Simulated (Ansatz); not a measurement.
# C3H8B2ClF: the cost of one run

Method: RKS PBE0/def2-SVP, in Ansatz 0.2.0.

### 1 Starting point

Bond lengths: B1–C2 1.615 Å, C2–B3 1.574 Å, C2–Cl4 1.734 Å, C2–C5 1.551 Å, C5–C6 1.549 Å, C5–F7 1.375 Å, B1–H8 1.122 Å, B1–H9 1.221 Å, B3–H10 1.198 Å, B3–H11 1.191 Å, C5–H12 1.153 Å, C6–H13 1.108 Å, C6–H14 1.119 Å, C6–H15 1.079 Å. Angles (14 of 24 angles, heavy atoms first): B1–C2–B3 105.3°, B1–C2–Cl4 110.7°, B1–C2–C5 114.3°, B3–C2–Cl4 105.0°, B3–C2–C5 110.2°, Cl4–C2–C5 110.8°, C2–C5–C6 114.1°, C2–C5–F7 110.9°, C6–C5–F7 109.2°, C2–B1–H8 119.7°, C2–B1–H9 118.8°, C2–B3–H10 121.8°, C2–B3–H11 120.8°, C2–C5–H12 109.0°.

Coordinates:

```xyz
15

B    -0.1307   -1.1316    1.3380
C     0.1471   -0.6632   -0.1819
B     1.5890   -1.1955   -0.5231
Cl   -0.9087   -1.4900   -1.2815
C     0.0784    0.8706   -0.3999
C    -1.3042    1.4929   -0.0830
F     0.4385    1.2000   -1.6853
H    -0.3907   -2.2017    1.5506
H     0.3122   -0.4539    2.2519
H     2.4810   -0.4534   -0.8203
H     1.8521   -2.3525   -0.4209
H     0.8341    1.3829    0.3035
H    -1.6354    1.3400    0.9634
H    -2.1060    1.0476   -0.7233
H    -1.2786    2.5571   -0.2589
```

### 2 Relaxing end A

The input, input.yaml:

```yaml
crystal:
  periodic: [false, false, false]
  atoms:
    - { symbol: B, position_ang: [-0.1307, -1.1316, 1.338] }
    - { symbol: C, position_ang: [0.1471, -0.6632, -0.1819] }
    - { symbol: B, position_ang: [1.589, -1.1955, -0.5231] }
    - { symbol: Cl, position_ang: [-0.9087, -1.49, -1.2815] }
    - { symbol: C, position_ang: [0.0784, 0.8706, -0.3999] }
    - { symbol: C, position_ang: [-1.3042, 1.4929, -0.083] }
    - { symbol: F, position_ang: [0.4385, 1.2, -1.6853] }
    - { symbol: H, position_ang: [-0.3907, -2.2017, 1.5506] }
    - { symbol: H, position_ang: [0.3122, -0.4539, 2.2519] }
    - { symbol: H, position_ang: [2.481, -0.4534, -0.8203] }
    - { symbol: H, position_ang: [1.8521, -2.3525, -0.4209] }
    - { symbol: H, position_ang: [0.8341, 1.3829, 0.3035] }
    - { symbol: H, position_ang: [-1.6354, 1.34, 0.9634] }
    - { symbol: H, position_ang: [-2.106, 1.0476, -0.7233] }
    - { symbol: H, position_ang: [-1.2786, 2.5571, -0.2589] }
basis:
  gaussian: { orbitals: def2-SVP }
hamiltonian:
  xc: pbe0
relax:
  f_tol: 0.015
  max_steps: 40
```

Launch:

```
> ansatz run input.yaml --threads 2 --pin off --max-ram 3072MiB --backend cpu --events-out ev --progress --plain --runs-dir out
```

What time and memory should one allow on 2 threads of Intel Xeon at 2.60GHz (Ice Lake), shared host?

About 99 s, with a peak of 0.44 GiB.
